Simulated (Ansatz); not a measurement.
# CuSi16: the cost of one run

All numbers below are computed with Ansatz 0.2.0 (DFT PBE, plane waves, PAW, scalar-relativistic, no spin polarisation).

**1. The starting structure**

The cell holds 17 atoms (CuSi16): a = 7.679 Å, b = 7.679 Å, c = 7.679 Å, α = 60.00°, β = 60.00°, γ = 60.00°.

The coordinates stand in the first input below.

**2. Relaxing end A**

File input.yaml:

```yaml
crystal:
  lattice:
    - [0.0, 5.43, 5.43]
    - [5.43, 0.0, 5.43]
    - [5.43, 5.43, 0.0]
  atoms:
    - { symbol: Si, position: [0.0, 0.0, 0.0] }
    - { symbol: Si, position: [0.125, 0.125, 0.125] }
    - { symbol: Si, position: [0.0, 0.0, 0.5] }
    - { symbol: Si, position: [0.125, 0.125, 0.625] }
    - { symbol: Si, position: [0.0, 0.5, 0.0] }
    - { symbol: Si, position: [0.125, 0.625, 0.125] }
    - { symbol: Si, position: [0.0, 0.5, 0.5] }
    - { symbol: Si, position: [0.125, 0.625, 0.625] }
    - { symbol: Si, position: [0.5, 0.0, 0.0] }
    - { symbol: Si, position: [0.625, 0.125, 0.125] }
    - { symbol: Si, position: [0.5, 0.0, 0.5] }
    - { symbol: Si, position: [0.625, 0.125, 0.625] }
    - { symbol: Si, position: [0.5, 0.5, 0.0] }
    - { symbol: Si, position: [0.625, 0.625, 0.125] }
    - { symbol: Si, position: [0.5, 0.5, 0.5] }
    - { symbol: Si, position: [0.625, 0.625, 0.625] }
    - { symbol: Cu, position: [0.7399817, 0.261797, 0.7489561] }
total_charge: 1
basis:
  ecutwfc: 420.0
kpoints:
  mp_grid: { grid: [2, 2, 2] }
hamiltonian:
  xc: pbe
  pseudopotentials: { kind: paw, azcp: { folder: soft_1 } }
scf:
  occupations: { method: gaussian, width: 0.02 }
  lower_state_search: "off"
relax:
  f_tol: 0.03
  max_steps: 60
  adjacent_minimum: "off"
```

Launch:

```sh
> ansatz run input.yaml --threads 1 --pin off --max-ram 3072MiB --backend cpu --events-out ev --progress --plain --runs-dir out
```

Q: Estimate wall time and peak memory on 1 thread of Arm Neoverse V2, shared host.

About 42 s, with a peak of 0.56 GiB.
